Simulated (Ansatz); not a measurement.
**F- + LiH (LiHF−): an exchange reaction of three atoms, part 1 of 2**

Aim: map the energy of F- + LiH (the system F + HLi), charge −1 over two coordinates, and find its wells, ridges and stiffness.

Computed with Ansatz 0.2.0. Level: RHF-CCSD(T), frozen core/def2-TZVPD.

### Step 1. The part F− alone, at the geometry typed

The input, input.yaml:

```yaml
crystal:
  periodic: [false, false, false]
  atoms:
    - { symbol: F, position_ang: [0.0, 0.0, 0.0] }
total_charge: -1
basis:
  gaussian: { orbitals: def2-TZVPD }
hamiltonian:
  xc: hf
correlation:
  method: ccsd_t
```

The run is started by

```console
> ansatz run input.yaml --threads 1 --pin off --max-ram 2560MiB --backend cpu --events-out ev --progress --plain --runs-dir out
```

Output:

```text
Warning: RAYON_NUM_THREADS=1 ignored (pool sized by the plan → 1); use --threads N
Engine: ansatz 0.2.0, aarch64-unknown-linux-gnu
Functional definition: HF
  exchange = exact_x
  correlation = 0
257 factors; integrals over basis functions are off by at most 1.5e-4 eV
mean field evaluation 1: about -2703.7090 eV, gradient 4.3e1 eV
mean field evaluation 2: about -2703.7168 eV, gradient 4.3e1 eV
mean field evaluation 4: about -2706.3221 eV, gradient 2.5e0 eV
mean field evaluation 8: about -2706.3309 eV, gradient 3.2e-4 eV
mean field evaluation 16: about -2706.3307 eV, gradient 2.5e-1 eV
mean field -2706.33087263 eV, -99.4558251521 hartree, gradient 3.0e-6 eV, S^2 0.000000; 0 other end points of the search recorded, 0 dependent functions left out
1 core orbitals not correlated: weight in the atoms' cores, before any rotation towards them, 1.000 or more for the frozen orbitals, at most 0.000 for the correlated occupied ones
reference -2706.33087263 eV, -99.4558251521 hartree; 4, 4 occupied and 35, 35 virtual orbitals, 257 factors
second order -7.81390746 eV of doubles, -0.00000000 eV of singles
cycle   1  -7.41661809 eV  change    4.0e-1 eV  update   9.9e-2
cycle   2  -7.61657777 eV  change   -2.0e-1 eV  update   4.5e-2
cycle   3  -7.67331712 eV  change   -5.7e-2 eV  update   1.7e-2
cycle   4  -7.66508322 eV  change    8.2e-3 eV  update   5.6e-3
cycle   5  -7.66111588 eV  change    4.0e-3 eV  update   1.0e-3
cycle   6  -7.66135869 eV  change   -2.4e-4 eV  update   4.1e-4
cycle   7  -7.66124011 eV  change    1.2e-4 eV  update   8.3e-5
cycle   8  -7.66118134 eV  change    5.9e-5 eV  update   2.2e-5
cycle   9  -7.66117941 eV  change    1.9e-6 eV  update   3.3e-6
perturbative tasks: 0 of 16
perturbative correction -0.25873589 eV, -0.0095083687 hartree
Total energy: -2714.25078793 eV, -99.7468766712 hartree
```

Wall time 0.21 s (1 thread of Arm Neoverse V2, shared host); peak memory 0.076 GiB.

### Step 2. Reference run: LiH, relaxed

The input, input.yaml:

```yaml
crystal:
  periodic: [false, false, false]
  atoms:
    - { symbol: Li, position_ang: [0.0, 0.0, 0.0] }
    - { symbol: H, position_ang: [1.59, 0.0, 0.0] }
basis:
  gaussian: { orbitals: def2-TZVPD }
hamiltonian:
  xc: hf
output:
  forces: true
correlation:
  method: ccsd_t
relax:
  f_tol: 0.003
  max_steps: 120
```

The run is started by

```console
> ansatz run input.yaml --threads 1 --pin off --max-ram 2560MiB --backend cpu --events-out ev --progress --plain --runs-dir out
```

Output:

```text
Warning: RAYON_NUM_THREADS=1 ignored (pool sized by the plan → 1); use --threads N
The last accepted step is kept in <dir> (removed where the run ends without a failure and the disk answers)
Engine: ansatz 0.2.0, aarch64-unknown-linux-gnu
Functional definition: HF
  exchange = exact_x
  correlation = 0
287 factors; integrals over basis functions are off by at most 3.8e-4 eV
mean field evaluation 1: about -217.1300 eV, gradient 6.5e0 eV
mean field evaluation 2: about -217.1300 eV, gradient 6.5e0 eV
mean field evaluation 4: about -217.3053 eV, gradient 2.4e-1 eV
mean field evaluation 8: about -217.3064 eV, gradient 4.6e-7 eV
mean field -217.30639840 eV, -7.9858628457 hartree, gradient 4.5e-7 eV, S^2 0.000000; 0 other end points of the search recorded, 0 dependent functions left out
reference -217.30639840 eV, -7.9858628457 hartree; 2, 2 occupied and 24, 24 virtual orbitals, 287 factors
second order -1.47416699 eV of doubles, -0.00000000 eV of singles
cycle   1  -1.72320001 eV  change   -2.5e-1 eV  update   3.5e-2
cycle   2  -1.81199877 eV  change   -8.9e-2 eV  update   1.4e-2
cycle   3  -1.81185123 eV  change    1.5e-4 eV  update   5.6e-3
cycle   4  -1.81279838 eV  change   -9.5e-4 eV  update   2.5e-3
cycle   5  -1.81379571 eV  change   -1.0e-3 eV  update   8.8e-4
cycle   6  -1.81356028 eV  change    2.4e-4 eV  update   2.7e-4
cycle   7  -1.81355361 eV  change    6.7e-6 eV  update   6.8e-5
cycle   8  -1.81357680 eV  change   -2.3e-5 eV  update   1.6e-5
cycle   9  -1.81357362 eV  change    3.2e-6 eV  update   4.0e-6
perturbative tasks: 0 of 1
perturbative correction -0.00234484 eV, -0.0000861714 hartree
the calculation of the forces begins
mean field evaluation 16: about -217.3064 eV, gradient 4.5e-7 eV
relax step   1: F+E_penalty+E_count = -219.12231687 eV  Δ(F+E_penalty+E_count) = +0.000e0 eV  max|allowed force component| = 5.716e-2 eV/Å  Δτ_max = 0.0000 Å  (38 SCF iters, accepted)
these checks for a lower state are left out or cut short: starts, cluster_reference, orbital_swaps, neighbouring_geometries, increment
287 factors; integrals over basis functions are off by at most 3.9e-4 eV
mean field -217.30690659 eV, -7.9858815212 hartree, gradient 1.3e-6 eV, S^2 0.000000; 0 other end points of the search recorded, 0 dependent functions left out
reference -217.30690659 eV, -7.9858815212 hartree; 2, 2 occupied and 24, 24 virtual orbitals, 287 factors
second order -1.47359882 eV of doubles, -0.00000000 eV of singles
cycle   1  -1.72265272 eV  change   -2.5e-1 eV  update   3.6e-2
cycle   2  -1.81168610 eV  change   -8.9e-2 eV  update   1.4e-2
cycle   3  -1.81157733 eV  change    1.1e-4 eV  update   5.7e-3
cycle   4  -1.81253434 eV  change   -9.6e-4 eV  update   2.5e-3
cycle   5  -1.81354348 eV  change   -1.0e-3 eV  update   8.8e-4
cycle   6  -1.81330384 eV  change    2.4e-4 eV  update   2.7e-4
cycle   7  -1.81329663 eV  change    7.2e-6 eV  update   6.9e-5
cycle   8  -1.81332076 eV  change   -2.4e-5 eV  update   1.6e-5
cycle   9  -1.81331735 eV  change    3.4e-6 eV  update   4.0e-6
perturbative tasks: 0 of 1
perturbative correction -0.00234328 eV, -0.0000861141 hartree
the calculation of the forces begins
relax step   2: F+E_penalty+E_count = -219.12256722 eV  Δ(F+E_penalty+E_count) = -2.503e-4 eV  max|allowed force component| = 5.301e-3 eV/Å  Δτ_max = 0.0040 Å  (24 SCF iters, accepted)
these checks for a lower state are left out or cut short: starts, cluster_reference, orbital_swaps, neighbouring_geometries, increment
287 factors; integrals over basis functions are off by at most 3.9e-4 eV
mean field -217.30693384 eV, -7.9858825226 hartree, gradient 9.9e-7 eV, S^2 0.000000; 0 other end points of the search recorded, 0 dependent functions left out
reference -217.30693384 eV, -7.9858825226 hartree; 2, 2 occupied and 24, 24 virtual orbitals, 287 factors
second order -1.47354070 eV of doubles, -0.00000000 eV of singles
cycle   1  -1.72259709 eV  change   -2.5e-1 eV  update   3.6e-2
cycle   2  -1.81165519 eV  change   -8.9e-2 eV  update   1.4e-2
cycle   3  -1.81155015 eV  change    1.1e-4 eV  update   5.7e-3
cycle   4  -1.81250883 eV  change   -9.6e-4 eV  update   2.5e-3
cycle   5  -1.81351909 eV  change   -1.0e-3 eV  update   8.9e-4
cycle   6  -1.81327936 eV  change    2.4e-4 eV  update   2.7e-4
cycle   7  -1.81327186 eV  change    7.5e-6 eV  update   6.9e-5
cycle   8  -1.81329584 eV  change   -2.4e-5 eV  update   1.6e-5
cycle   9  -1.81329260 eV  change    3.2e-6 eV  update   4.0e-6
perturbative tasks: 0 of 1
perturbative correction -0.00234314 eV, -0.0000861089 hartree
the calculation of the forces begins
mean field evaluation 32: about -217.3069 eV, gradient 9.9e-7 eV
relax step   3: F+E_penalty+E_count = -219.12256958 eV  Δ(F+E_penalty+E_count) = -2.361e-6 eV  max|allowed force component| = 9.974e-6 eV/Å  Δτ_max = 0.0004 Å  (19 SCF iters, accepted)
287 factors; integrals over basis functions are off by at most 3.9e-4 eV
mean field -217.30693384 eV, -7.9858825226 hartree, gradient 9.9e-7 eV, S^2 0.000000; 1 other end points of the search recorded, 0 dependent functions left out
reference -217.30693384 eV, -7.9858825226 hartree; 2, 2 occupied and 24, 24 virtual orbitals, 287 factors
second order -1.47354070 eV of doubles, -0.00000000 eV of singles
cycle   1  -1.72259709 eV  change   -2.5e-1 eV  update   3.6e-2
cycle   2  -1.81165519 eV  change   -8.9e-2 eV  update   1.4e-2
cycle   3  -1.81155015 eV  change    1.1e-4 eV  update   5.7e-3
cycle   4  -1.81250883 eV  change   -9.6e-4 eV  update   2.5e-3
cycle   5  -1.81351909 eV  change   -1.0e-3 eV  update   8.9e-4
cycle   6  -1.81327936 eV  change    2.4e-4 eV  update   2.7e-4
cycle   7  -1.81327186 eV  change    7.5e-6 eV  update   6.9e-5
cycle   8  -1.81329584 eV  change   -2.4e-5 eV  update   1.6e-5
cycle   9  -1.81329260 eV  change    3.2e-6 eV  update   4.0e-6
perturbative tasks: 0 of 1
perturbative correction -0.00234314 eV, -0.0000861089 hartree
the calculation of the forces begins
Total energy: -219.12256958 eV, -8.0526059054 hartree
Atom 0 at    -0.004444    -0.000000     0.000000 Å, force     0.000010     0.000000    -0.000000 eV/Å
Atom 1 at     1.594444     0.000000    -0.000000 Å, force    -0.000010    -0.000000    -0.000000 eV/Å
Dipole moment:    -1.211459    -0.000000    -0.000000 e Å
```

Wall time 0.71 s (1 thread of Arm Neoverse V2, shared host); peak memory 0.077 GiB.

Step by step:

```
step  energy from step 1 (eV)  largest force component (eV/Å)
   1                   0.0000                          0.0572
   2                  -0.0002                          0.0053
   3                  -0.0003                          0.0000
```

The bond:

```
  bond  before (Å)  after (Å)  change (Å)
Li1–H2       1.590      1.599      +0.009
```

### Step 3. Plan of the scan

- distance F1–Li2: 17 values from 1.504 to 3.504 Å
- distance Li2–H3: 17 values from 1.272 to 3.272 Å

Nothing else is relaxed (the angle F1–Li2–H3 is fixed at 140 degrees). Energies count from F with charge -1 far from the relaxed LiH (each part in its own basis). Points are written as (first, second).

Of the runs on the grid, 3 are shown in the steps below; the others differ only in the two coordinates.

### Step 4. Grid point (1.731 Å, 1.713 Å)

The input, input.yaml:

```yaml
crystal:
  periodic: [false, false, false]
  atoms:
    - { symbol: F, position_ang: [-1.731, 0.0, 0.0] }
    - { symbol: Li, position_ang: [0.0, 0.0, 0.0] }
    - { symbol: H, position_ang: [1.312234, 1.101095, 0.0] }
total_charge: -1
basis:
  gaussian: { orbitals: def2-TZVPD }
hamiltonian:
  xc: hf
output:
  forces: true
correlation:
  method: ccsd_t
```

The run is started by

```console
> ansatz run input.yaml --threads 1 --pin off --max-ram 2560MiB --backend cpu --events-out ev --progress --plain --runs-dir out
```

Output:

```text
Warning: RAYON_NUM_THREADS=1 ignored (pool sized by the plan → 1); use --threads N
Engine: ansatz 0.2.0, aarch64-unknown-linux-gnu
Functional definition: HF
  exchange = exact_x
  correlation = 0
522 factors; integrals over basis functions are off by at most 7.8e-4 eV
mean field evaluation 1: about -2925.6437 eV, gradient 2.5e1 eV
mean field evaluation 2: about -2925.6502 eV, gradient 2.5e1 eV
mean field evaluation 4: about -2926.5451 eV, gradient 7.9e-1 eV
mean field evaluation 8: about -2926.5497 eV, gradient 5.1e-4 eV
mean field evaluation 16: about -2926.5497 eV, gradient 1.5e-6 eV
mean field -2926.54968037 eV, -107.5487170671 hartree, gradient 1.5e-6 eV, S^2 0.000000; 0 other end points of the search recorded, 0 dependent functions left out
1 core orbitals not correlated: weight in the atoms' cores, before any rotation towards them, 1.000 or more for the frozen orbitals, at most 0.000 for the correlated occupied ones
reference -2926.54968037 eV, -107.5487170671 hartree; 6, 6 occupied and 59, 59 virtual orbitals, 522 factors
second order -9.15497811 eV of doubles, -0.00000000 eV of singles
cycle   1  -9.12548081 eV  change    2.9e-2 eV  update   8.4e-2
cycle   2  -9.34588151 eV  change   -2.2e-1 eV  update   3.1e-2
cycle   3  -9.42569454 eV  change   -8.0e-2 eV  update   1.7e-2
cycle   4  -9.41663820 eV  change    9.1e-3 eV  update   5.3e-3
cycle   5  -9.41290346 eV  change    3.7e-3 eV  update   2.9e-3
cycle   6  -9.41505250 eV  change   -2.1e-3 eV  update   1.0e-3
cycle   7  -9.41544422 eV  change   -3.9e-4 eV  update   4.2e-4
cycle   8  -9.41526004 eV  change    1.8e-4 eV  update   2.0e-4
cycle   9  -9.41517992 eV  change    8.0e-5 eV  update   8.0e-5
cycle  10  -9.41525600 eV  change   -7.6e-5 eV  update   3.1e-5
cycle  11  -9.41522822 eV  change    2.8e-5 eV  update   1.5e-5
cycle  12  -9.41522247 eV  change    5.8e-6 eV  update   6.0e-6
perturbative tasks: 0 of 120
perturbative tasks: 32 of 120
perturbative tasks: 64 of 120
perturbative tasks: 96 of 120
perturbative correction -0.23309049 eV, -0.0085659176 hartree
the calculation of the forces begins
Total energy: -2936.19799334 eV, -107.9032860287 hartree
Atom 0 at    -1.731000     0.000000     0.000000 Å, force     0.380973    -0.366706    -0.000000 eV/Å
Atom 1 at     0.000000     0.000000     0.000000 Å, force    -0.747456     0.542922    -0.000000 eV/Å
Atom 2 at     1.312234     1.101095     0.000000 Å, force     0.366483    -0.176216     0.000000 eV/Å
Dipole moment:    -0.794810    -0.742448     0.000000 e Å
```

It took 3.1 s on 1 thread of Arm Neoverse V2, shared host; peak memory 0.19 GiB.

Energy on the map's scale: −65.1 kcal/mol.

(Continued in part 2 of 2.)
